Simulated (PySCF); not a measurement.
**CdC⁺ (quartet): basis, grid and Hamiltonian**

Aim: see how much the energy and properties of CdC⁺ (quartet) depend on the numerical set-up.

Computed with PySCF 2.14.0. Level: method and basis as typed in the scripts.

6 further runs of the same task are left out: 2 for a known fault of the program, 4 that didn't finish.

### 1 The starting structure

CdC⁺ (quartet): 2 atoms, charge 1, spin multiplicity 4.

Bond lengths: Cd1–C2 2.321 Å.

### 2 The run that the others are compared with

File input.py:

```python
from pyscf import gto, dft

mol = gto.M(
    atom='Cd 0 0 0; C 0 0 2.321',
    basis='3-21g',
    charge=1,
    spin=3,
    symmetry=True,
    verbose=4,
)
mf = dft.UKS(mol, xc='bp86')
mf.kernel()
mf.analyze()
print('orbital energies (hartree):', [e[max(0, n-3):n+3].round(4) for e, n in zip(mf.mo_energy, mol.nelec)])
```

Launch:

```bash
$ OMP_NUM_THREADS=1 python input.py
```

The log of this run is left out.

It gives: E(SCF) = -5480.167978 Eh, 10 cycles, ⟨S²⟩ = 3.754.

No relativity is included for the heavy element. The bond length is a typed value, not an optimised one. The dipole of an ion depends on the origin. The quartet is typed in the script; nothing here shows that it is the ground state.

### 3 Spin-free X2C on

Variant 1 changes spin-free X2C: off → on.

File input.py:

```python
from pyscf import gto, dft

mol = gto.M(
    atom='Cd 0 0 0; C 0 0 2.321',
    basis='3-21g',
    charge=1,
    spin=3,
    symmetry=True,
    verbose=4,
)
mf = dft.UKS(mol, xc='bp86')
mf = mf.sfx2c1e()
mf.kernel()
mf.analyze()
print('orbital energies (hartree):', [e[max(0, n-3):n+3].round(4) for e, n in zip(mf.mo_energy, mol.nelec)])
```

Launch:

```bash
$ OMP_NUM_THREADS=1 python input.py
```

### 4 Crenbl (core potential on)

Variant 2 changes basis set: 3-21g → crenbl; core potential: off → on. The core potential changes with it: totals don't compare.

File input.py:

```python
from pyscf import gto, dft

mol = gto.M(
    atom='Cd 0 0 0; C 0 0 2.321',
    basis='crenbl',
    ecp={'Cd': 'crenbl', 'C': 'crenbl'},
    charge=1,
    spin=3,
    symmetry=True,
    verbose=4,
)
mf = dft.UKS(mol, xc='bp86')
mf.kernel()
mf.mulliken_pop()
mf.dip_moment()
print('orbital energies (hartree):', [e[max(0, n-3):n+3].round(4) for e, n in zip(mf.mo_energy, mol.nelec)])
```

### 5 Integration grid 6

Variant 3 changes integration grid: default → 6.

input.py, as its differences from that of step 2:

```diff
@@ -11,2 +11,3 @@
 mf = dft.UKS(mol, xc='bp86')
+mf.grids.level = 6
 mf.kernel()
```

### 6 Cartesian functions on

Variant 4 changes Cartesian functions: off → on.

input.py, as its differences from that of step 2:

```diff
@@ -8,2 +8,3 @@
     symmetry=True,
+    cart=True,
     verbose=4,
```

### 7 Integration grid 4

Variant 5 changes integration grid: default → 4.

input.py, as its differences from that of step 2:

```diff
@@ -11,2 +11,3 @@
 mf = dft.UKS(mol, xc='bp86')
+mf.grids.level = 4
 mf.kernel()
```

Q: Predict the outcome of this session. Wanted: for each run, E(SCF); from base; gap, α spin.

As calculated:

```csv
run,E(SCF) (hartree),from base (eV),cycles,"gap, α spin (eV)",functions
base,-5480.167978,0,10,0.59,45
spin-free X2C on,-5566.853843,-2358.8426,10,0.58,45
crenbl (core potential on),-172.014080,not comparable,15,0.68,56
integration grid 6,-5480.167973,+0.0001,10,0.59,45
Cartesian functions on,-5480.541914,-10.1753,10,0.62,48
integration grid 4,-5480.167990,-0.0003,10,0.59,45
```

Of the runs whose energies can be compared, “spin-free X2C on” moves the SCF energy most (-2358.843 eV). Scalar relativity lowers the total energy by 2358.84 eV, nearly all of it in the inner shells; a basis contracted without relativity catches only part of it.
